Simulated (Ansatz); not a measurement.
Molecular dynamics of Li3Mn4F16

The input (input.yaml):

```yaml
accuracy: low
crystal:
  lattice:
    - [-6.563227, 0.0, 0.0]
    - [0.0, -6.240984, 0.0]
    - [-0.35518, 0.0, 6.227512]
  atoms:
    - { symbol: Li, position: [-0.01380481, 0.47457286, 0.01518697] }
    - { symbol: Mn, position: [0.51856982, 0.49915869, 0.25771265], spin: 3.5 }
    - { symbol: F, position: [0.00346086, 0.28362971, 0.25128816] }
    - { symbol: F, position: [0.0181569, 0.71633112, 0.24621928] }
    - { symbol: F, position: [0.33909566, 0.50170133, 0.52424963] }
    - { symbol: F, position: [0.7082636, 0.51133164, 0.00301944] }
    - { symbol: Li, position: [0.03646563, 0.53312206, 0.51109739] }
    - { symbol: Mn, position: [0.52480976, 0.50778641, 0.75282602], spin: 3.5 }
    - { symbol: F, position: [-0.0192376, 0.29607218, 0.72808635] }
    - { symbol: F, position: [-0.02258293, 0.7187612, 0.76492279] }
    - { symbol: F, position: [0.3306633, 0.50569425, 0.9861993] }
    - { symbol: F, position: [0.73865825, 0.50605121, 0.47720531] }
    - { symbol: Li, position: [0.48839629, 0.00897548, 0.01046045] }
    - { symbol: Mn, position: [0.00438927, 0.00445588, 0.24493651], spin: 3.5 }
    - { symbol: F, position: [0.51825834, 0.79128368, 0.27161736] }
    - { symbol: F, position: [0.46556004, 0.21502163, 0.24477467] }
    - { symbol: F, position: [0.80666562, -0.00150642, 0.46936485] }
    - { symbol: F, position: [0.18899065, 0.01995362, -0.00161119] }
    - { symbol: Mn, position: [-0.0185996, 0.00292978, 0.74877405], spin: 3.5 }
    - { symbol: F, position: [0.52141998, 0.80041393, 0.76338201] }
    - { symbol: F, position: [0.57973457, 0.21927173, 0.7603068] }
    - { symbol: F, position: [0.79321539, 0.01775745, 1.01417922] }
    - { symbol: F, position: [0.15741869, -0.00622654, 0.50669339] }
magnetization:
  spin_polarized: true
basis:
  ecutwfc: 420.0
kpoints:
  mp_grid: { grid: [2, 2, 2] }
hamiltonian:
  xc: pbesol
scf:
  occupations: { method: fermi_dirac, width: 0.05 }
  lower_state_search: "off"
  max_iter: 100
md:
  timestep: 10
  n_steps: 70
  ensemble: nvt_langevin
  temperature: 1120.0
  initial_velocities: maxwell_boltzmann
  seed: 43311
  friction: 0.02
```

Command:

```bash
$ ansatz run input.yaml --threads 2 --pin off --max-ram 5120MiB --backend cpu --events-out ev --progress --plain --runs-dir out
```

It goes on from the last frame of an earlier run, with new velocities.

Output, in part (step lines):

```
md step     0: t =     0.00 fs  T =  1071.3 K  F+E_penalty+E_count = -28902.94646576 eV  E_kin = 3.184966 eV  (24 SCF iters)
md step     1: t =    10.00 fs  T =   647.6 K  F+E_penalty+E_count = -28901.85936996 eV  E_kin = 1.925169 eV  (16 SCF iters)
md step     2: t =    20.00 fs  T =   707.5 K  F+E_penalty+E_count = -28901.55228390 eV  E_kin = 2.103327 eV  (21 SCF iters)
md step     3: t =    30.00 fs  T =   808.1 K  F+E_penalty+E_count = -28901.79429822 eV  E_kin = 2.402543 eV  (21 SCF iters)
md step     4: t =    40.00 fs  T =   901.7 K  F+E_penalty+E_count = -28901.14938082 eV  E_kin = 2.680881 eV  (21 SCF iters)
md step     5: t =    50.00 fs  T =   928.0 K  F+E_penalty+E_count = -28900.82123694 eV  E_kin = 2.758923 eV  (20 SCF iters)
md step     6: t =    60.00 fs  T =  1026.3 K  F+E_penalty+E_count = -28901.80895311 eV  E_kin = 3.051105 eV  (20 SCF iters)
md step     7: t =    70.00 fs  T =   956.8 K  F+E_penalty+E_count = -28901.38832805 eV  E_kin = 2.844456 eV  (20 SCF iters)
[... lines left out ...]
md step    70: t =   700.00 fs  T =   789.5 K  F+E_penalty+E_count = -28900.23654770 eV  E_kin = 2.347036 eV  (20 SCF iters)
```

The steps, from the saved trajectory:

| time (fs) | T (K) | potential energy less start (eV) |
| --- | --- | --- |
| 0.0 | 1071 | 0.000 |
| 20.0 | 707 | 1.394 |
| 40.0 | 902 | 1.797 |
| 60.0 | 1026 | 1.138 |
| 80.0 | 900 | 1.678 |
| 100.0 | 999 | 1.718 |
| 120.0 | 923 | 2.301 |
| 140.0 | 778 | 1.733 |
| 160.0 | 972 | 1.139 |
| 180.0 | 685 | 2.121 |
| 200.0 | 1007 | 2.356 |
| 220.0 | 883 | 2.831 |
| 240.0 | 1005 | 1.439 |
| 260.0 | 1028 | 2.296 |
| 280.0 | 1132 | 1.401 |
| 300.0 | 1000 | 1.667 |
| 320.0 | 1040 | 2.272 |
| 340.0 | 1018 | 1.861 |
| 360.0 | 1074 | 1.869 |
| 380.0 | 1109 | 2.206 |
| 400.0 | 1104 | 2.276 |
| 420.0 | 986 | 2.073 |
| 440.0 | 1087 | 2.273 |
| 460.0 | 1293 | 2.410 |
| 480.0 | 1169 | 3.380 |
| 500.0 | 1048 | 3.209 |
| 520.0 | 1266 | 1.487 |
| 540.0 | 1128 | 1.886 |
| 560.0 | 920 | 1.783 |
| 580.0 | 809 | 1.985 |
| 600.0 | 1102 | 1.524 |
| 620.0 | 1018 | 1.838 |
| 640.0 | 1030 | 2.011 |
| 660.0 | 815 | 2.660 |
| 680.0 | 1035 | 2.128 |
| 700.0 | 789 | 2.710 |

The run went to its last step. A run of 0.7 ps of so small a system gives no equilibrium averages. No Hubbard correction was used and the magnetic state wasn't searched. Limits of this set-up: coarse k mesh, low accuracy level.

Mean squared displacements from the first frame to the last, about the centre of mass: Li 0.18 Å², Mn 0.15 Å², F 0.24 Å².

Last frame:

```xyz
23
Lattice="-6.5632 0.0000 0.0000 0.0000 -6.2410 0.0000 -0.3552 0.0000 6.2275" Properties=species:S:1:pos:R:3
Li -0.080 -3.918 0.501
Mn -3.512 -3.738 1.802
F -0.242 -2.345 2.112
F -0.233 -5.113 1.788
F -2.159 -3.596 3.240
F -4.713 -3.469 0.327
Li -0.279 -3.942 3.593
Mn -3.365 -3.360 4.784
F -1.091 -2.671 5.119
F -0.164 -5.305 5.174
F -2.571 -3.127 6.825
F -4.605 -3.864 3.399
Li -3.530 -0.877 0.804
Mn -0.436 -0.655 1.883
F -3.826 -5.513 1.772
F -3.380 -1.964 2.090
F -5.594 -0.661 3.193
F -1.857 -0.527 0.340
Mn -0.415 -0.852 5.142
F -3.028 -4.934 5.113
F -3.920 -1.757 5.206
F -6.022 -0.852 6.565
F -1.509 -0.520 3.527
```

Run time: 31 min on 2 threads of Arm Neoverse V1, with other jobs on the host, peak memory 0.86 GiB.
